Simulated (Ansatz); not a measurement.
Here is an Ansatz input file for Lu₃TlC, space group Pm-3m. Write the same calculation for the Python package.

```yaml
crystal:
  lattice:
    - [4.746073, 0.0, 0.0]
    - [0.0, 4.746073, 0.0]
    - [0.0, 0.0, 4.746073]
  atoms:
    - { symbol: Lu, position: [0.5, 0.0, 0.5] }
    - { symbol: Lu, position: [0.0, 0.5, 0.5] }
    - { symbol: Lu, position: [0.5, 0.5, 0.0] }
    - { symbol: Tl, position: [0.0, 0.0, 0.0] }
    - { symbol: C, position: [0.5, 0.5, 0.5] }
kpoints:
  mp_grid: { grid: [5, 5, 5] }
hamiltonian:
  xc: lda
scf:
  occupations: { method: cold, width: 0.15 }
output:
  stress: true
  eigenvalues: true
```

Launched from the shell:
```console
$ ansatz run input.yaml --threads 1 --pin off --max-ram 3072MiB --backend cpu --events-out ev --progress --plain --runs-dir out
Engine: ansatz 0.2.0, aarch64-unknown-linux-gnu
Pseudopotentials: kind: paw
Pseudopotential: Lu, paw, valence charge 25, recommended cutoff 420 eV (normal), Lu.paw.azcp
Pseudopotential: Tl, paw, valence charge 13, recommended cutoff 420 eV (normal), Tl.paw.azcp
Pseudopotential: C, paw, valence charge 4, recommended cutoff 420 eV (normal), C.paw.azcp
Functional definition: SPW92
  exchange = slater_x
  correlation = pw_c
Crystal: 5 atoms, lattice volume = 106.906 Å³
Basis set: ecut = 420 eV, 2103 PW (Γ)
Bands: 56, of which v1, the nominal top of the filled ones, is band 46 counted from 1 (45 counted from 0)
Symmetry: 48 space group operations
Space group: Pm-3m (ITA 221), of the structure as read, at distance tolerance 4.7e-5 Å
k-points: 10 of 125
Non-local potential: Lu, projectors of the file, l = 0: 3, l = 1: 2, l = 2: 2, l = 3: 3
Non-local potential: Tl, projectors of the file, l = 0: 2, l = 1: 2, l = 2: 2, l = 3: 1
Non-local potential: C, projectors of the file, l = 0: 2, l = 1: 2, l = 2: 1
PAW form: soft (Blöchl's): semilocal exchange-correlation on the pseudo side does not see the compensation charge
PAW frozen core: Lu, regenerated for the run's functional, and the local potential with it (the file was generated under x = pbe(κ = 0.804, μ = 0.2195149727645171), c = pbe(β = 0.06672455060314922))
PAW frozen core: Tl, regenerated for the run's functional, and the local potential with it (the file was generated under x = pbe(κ = 0.804, μ = 0.2195149727645171), c = pbe(β = 0.06672455060314922))
PAW frozen core: C, regenerated for the run's functional, and the local potential with it (the file was generated under x = pbe(κ = 0.804, μ = 0.2195149727645171), c = pbe(β = 0.06672455060314922))
PAW one-centre angular grid: Lu, 590 points (default); XC on 64 Gauss nodes
PAW one-centre angular grid: Tl, 590 points (default); XC on 64 Gauss nodes
PAW one-centre angular grid: C, 110 points (default); XC on 64 Gauss nodes
Initial density: superposition of atomic densities (neutral atoms: chi_scale 0, normalization atom), corrected by the library's trained network
Initial wavefunctions: pseudopotential atomic-orbital guess
Functional: x = slater, c = lda
SCF iter   1: F=—  HF=-54871.365178 eV  |F-HF|=—  |Δ(HF+E_count)|=         —  Δρ=5.08e-3  dr2=2.41e-2  ethr=1.77e-3  ⟨swp⟩=6.9  Hψ=2393  notcnv=0
preconditioner: auto → Resta (q_TF=auto, 2.661 Å⁻¹)  ε∞=7.8  [insulator: Δε(μ)=0.203 eV  Ē_g=12.756 eV  σ=0.150 eV  W_gap=0.57  n_scr=32 (ndim 8)  ℏωp=33.3 eV  f_vac=0.000  D(μ)=1.23/eV (n_scr^D=6)  ε∞_Penn≈7.8]
SCF iter   2: F=—  HF=-54871.351263 eV  |F-HF|=—  |Δ(HF+E_count)|=   1.39e-2  S|Δr|=    0.00e0  Δρ=2.40e-3  dr2=3.24e-3  ethr=2.62e-5  ⟨swp⟩=3.2  Hψ=1382  notcnv=0
SCF iter   3: F=—  HF=-54871.350613 eV  |F-HF|=—  |Δ(HF+E_count)|=   6.50e-4  S|Δr|=    0.00e0  Δρ=1.49e-3  dr2=1.11e-3  ethr=3.52e-6  ⟨swp⟩=3.2  Hψ=1238  notcnv=0
automatic band count: iteration 3 solves 55 bands in place of 56: the levels show a gap, and the empty bands left out lie too high to hold charge; the band table lists the bands solved (type scf.n_extra_bands for more)
SCF iter   4: F=—  HF=-54871.350390 eV  |F-HF|=—  |Δ(HF+E_count)|=   2.23e-4  S|Δr|=    0.00e0  Δρ=6.96e-4  dr2=3.66e-4  ethr=1.21e-6  ⟨swp⟩=2.7  Hψ=1144  notcnv=0
SCF iter   5: F=—  HF=-54871.350355 eV  |F-HF|=—  |Δ(HF+E_count)|=   3.51e-5  S|Δr|=    0.00e0  Δρ=2.27e-4  dr2=4.26e-5  ethr=3.98e-7  ⟨swp⟩=2.7  Hψ=994  notcnv=0
SCF iter   6: F=—  HF=-54871.350349 eV  |F-HF|=—  |Δ(HF+E_count)|=   5.08e-6  S|Δr|=    0.00e0  Δρ=6.94e-5  dr2=5.11e-6  ethr=4.63e-8  ⟨swp⟩=1.7  Hψ=668  notcnv=0
SCF iter   7: F=—  HF=-54871.350349 eV  |F-HF|=—  |Δ(HF+E_count)|=   4.88e-7  S|Δr|=    0.00e0  Δρ=1.01e-5  dr2=1.41e-7  ethr=5.55e-9  ⟨swp⟩=2.1  Hψ=948  notcnv=0
SCF iter   8: F=-54871.350349 eV  HF=-54871.350349 eV  |F-HF|=1.65e-8  |Δ(HF+E_count)|=   1.47e-9  S|Δr|=    0.00e0  Δρ=5.45e-6  dr2=1.20e-8  ethr=1.09e-10  ⟨swp⟩=10.9  Hψ=3403  notcnv=0
SCF 1 converged in 8 iterations: F = -54871.350349 eV  dr2 = 1.20e-8
  greatest PAW one-centre occupation: 0.998 electrons in one spin orbital (limit 2), on the Lu atom at site 2 (counted from 0), in its partial waves of l = 0
SCF converged after 8 iterations
Stability not checked: this state was not tested for a lower state beside it, because cold or Methfessel-Paxton smearing, or corrected tetrahedra, fill the levels in a way that the test cannot read (fill_not_monotonic; see scf.lower_state_search)
Free energy (F): -54871.350349 eV
Harris-Foulkes:  -54871.350349 eV  (|F-HF|=1.65e-8)
Internal energy: -54871.350770 eV  (E = F + TS)
E sigma→0 (E₀):  -54871.350489 eV
Entropy (-TS):   0.000421 eV (0.084 meV/atom)
Fermi energy:    14.137982 eV
--- Per-component energies (eV) ---
  E_band       = 146.459029
  E_kinetic    = 1685.626211
  E_local      = -21097.045861  (includes V_loc(G=0)·N_el)
  E_nonlocal   = 2109.035844
  E_hartree    = 8840.103100
  E_xc         = -927.222836
  E_vxc        = -978.348561  (∫ρ·V_xc dr)
  E_paw        = -31371.211486  (= ΣΔE_a)
  E_vpaw       = 746.984111  (= ΣTr[D̂ρ^β])
  E_aug_tail   = 0.000122  (compensation charges beyond the density's cutoff)
  E_ewald      = -14117.513039
  E_core_change = 6.877176  (= ΣΔE_core)
  E_smearing   = 0.000421  (= −TS)
  E_closure    = -0.000000  (closes the sum)
  Σ components = -54871.350349   (vs F -54871.350349, Δ=0.00e0)
--- Stress (GPa, compression-positive) ---
       -5.009473      -0.000000      -0.000000
       -0.000000      -5.009473       0.000000
        0.000000       0.000000      -5.009473
  P = ⅓ Tr σ = -5.0095 GPa (-50.095 kbar)
--- Band table (eV; the first three rows and the last of 10) ---
  k-point 0: bands = ["-41.5198", "-41.4740", "-41.4740", "-12.4667", "-12.4667", "-12.4667", "-12.2370", "-12.2370", "-12.2370", "-11.9608", "-11.9608", "-11.9608", "3.4465", "3.4465", "3.4612", "3.4612", "3.4612", "3.8085", "6.9051", "9.5836", "9.5836", "9.5836", "9.6036", "9.6036", "9.6036", "9.6122", "9.6192", "9.6192", "9.6192", "9.6703", "9.6703", "9.6703", "9.7083", "9.7083", "9.7290", "9.7290", "9.7290", "9.7454", "9.7454", "9.7454", "13.5834", "13.5834", "13.5834", "13.7269", "13.7269", "14.2932", "14.2932", "14.2932", "16.4104", "16.4104", "16.4104", "16.9867", "18.2502", "18.2502", "18.2502"]
  k-point 1: bands = ["-41.5159", "-41.4779", "-41.4740", "-12.4427", "-12.4427", "-12.4328", "-12.2453", "-12.2453", "-12.2400", "-12.0088", "-11.9781", "-11.9781", "3.4577", "3.4627", "3.4681", "3.4705", "3.4705", "4.0583", "7.1012", "9.5855", "9.5898", "9.5898", "9.5925", "9.6130", "9.6130", "9.6191", "9.6191", "9.6193", "9.6217", "9.6647", "9.6685", "9.6685", "9.6985", "9.7083", "9.7273", "9.7273", "9.7373", "9.7397", "9.7397", "9.7420", "12.2005", "13.3981", "13.3981", "13.6030", "14.0781", "14.0781", "14.1006", "14.3918", "15.3522", "16.8001", "16.8001", "17.9096", "18.2313", "18.8267", "18.8267"]
  k-point 2: bands = ["-41.5070", "-41.4868", "-41.4740", "-12.3915", "-12.3915", "-12.3521", "-12.2697", "-12.2697", "-12.2450", "-12.1122", "-12.0075", "-12.0075", "3.4652", "3.4758", "3.4856", "3.4856", "3.5029", "4.5421", "7.4603", "9.5613", "9.5996", "9.6036", "9.6036", "9.6152", "9.6152", "9.6265", "9.6309", "9.6309", "9.6372", "9.6555", "9.6683", "9.6683", "9.6764", "9.7082", "9.7158", "9.7158", "9.7295", "9.7339", "9.7339", "9.7365", "11.0914", "12.0412", "13.1669", "13.1669", "13.7644", "13.7644", "14.5810", "15.0524", "16.0214", "17.3859", "17.5371", "17.5897", "17.5897", "17.8534", "19.3864"]
  k-point 9: bands = ["-41.4921", "-41.4877", "-41.4877", "-12.5660", "-12.4567", "-12.4547", "-12.4547", "-12.1103", "-12.1103", "-12.1023", "-11.9046", "-11.9046", "3.4397", "3.4405", "3.4405", "3.5366", "3.5366", "5.9267", "7.9781", "9.5906", "9.5906", "9.5918", "9.6279", "9.6279", "9.6316", "9.6316", "9.6329", "9.6369", "9.6538", "9.6538", "9.6764", "9.6884", "9.6884", "9.7246", "9.7253", "9.7253", "9.7463", "9.7572", "9.7572", "9.7637", "10.4537", "10.4537", "10.5172", "13.1920", "13.4560", "13.4560", "16.0312", "16.0312", "16.1675", "16.3857", "16.3857", "16.7660", "18.5725", "18.8773", "18.8773"]
```

`deck_lu3tlc.py`
```python
"""Single point of Lu3TlC through the engine session."""

import json
import warnings

import ansatz as az


def main() -> None:
    warnings.simplefilter("ignore", az.DeckWarning)

    inputs = {
        "crystal": {
            "lattice": [[4.746073, 0.0, 0.0], [0.0, 4.746073, 0.0], [0.0, 0.0, 4.746073]],
            "atoms": [
                {"symbol": "Lu", "position": [0.5, 0.0, 0.5]},
                {"symbol": "Lu", "position": [0.0, 0.5, 0.5]},
                {"symbol": "Lu", "position": [0.5, 0.5, 0.0]},
                {"symbol": "Tl", "position": [0.0, 0.0, 0.0]},
                {"symbol": "C", "position": [0.5, 0.5, 0.5]},
            ],
        },
        "kpoints": {"mp_grid": {"grid": [5, 5, 5]}},
        "hamiltonian": {"xc": "lda"},
        "scf": {"occupations": {"method": "cold", "width": 0.15}},
        "output": {"stress": True, "eigenvalues": True},
    }

    out = az.Session.from_dict(inputs).plan().execute()
    summary = out.report

    energy = summary["free_energy_ev"]
    print("Lu3TlC: {:.6f} eV = {:.6f} Ry = {:.6f} Ha".format(energy, energy / 13.605693, energy / 27.211386))
    print("Fermi level {:.4f} eV, {} k-points, {} symmetry operations".format(summary["fermi_energy_ev"], summary["n_kpoints"], summary["n_symmetry_ops"]))

    gap = None if "band_edges_ev" not in summary else summary["band_edges_ev"][1] - summary["band_edges_ev"][0]
    print("gap on the k mesh:", "withheld (metal, or smearing too wide to tell)" if gap is None else f"{gap:.3f} eV")
    print("lowest empty less highest filled band, by band count:", round(summary["gap_by_band_count_ev"], 3), "eV")

    keep = ["free_energy_ev", "energy_sigma0_ev", "fermi_energy_ev", "n_iterations", "converged", "magnetization_mub", "n_kpoints"]
    with open("lu3tlc.json", "w") as handle:
        json.dump({key: summary[key] for key in keep}, handle, indent=1)


if __name__ == "__main__":
    main()
```

```console
$ python deck_lu3tlc.py
Lu3TlC: -54871.350349 eV = -4032.969901 Ry = -2016.484950 Ha
Fermi level 14.1380 eV, 10 k-points, 48 symmetry operations
gap on the k mesh: withheld (metal, or smearing too wide to tell)
lowest empty less highest filled band, by band count: -0.193 eV
```

Reading the output:
- Total energies depend on the potentials; only differences at equal settings carry meaning. A total without «per atom» is that of the cell as typed.
- For a metal this k-point mesh is coarse: on a finer one energies can move by several to tens of meV an atom and pressures by half a GPa or more, differences at one mesh by less.
- An absolute Fermi energy rests on an arbitrary zero of the periodic potential and has no direct meaning.
- A gap by band count of zero or less means overlapping bands, a metal.
- At these settings the cell as given stands under about -5 GPa, so it isn't at this functional's equilibrium volume.
- The structure comes from a database of computed cells and needn't be a stable or known phase.
- Levels are Kohn-Sham eigenvalues on this mesh, without spin-orbit coupling.
- Timing: 4.9 s on 1 thread of Arm Neoverse V1 (shared host), peak memory 0.43 GiB.

(Lines on the test bed's own set-up are left out of the output.)
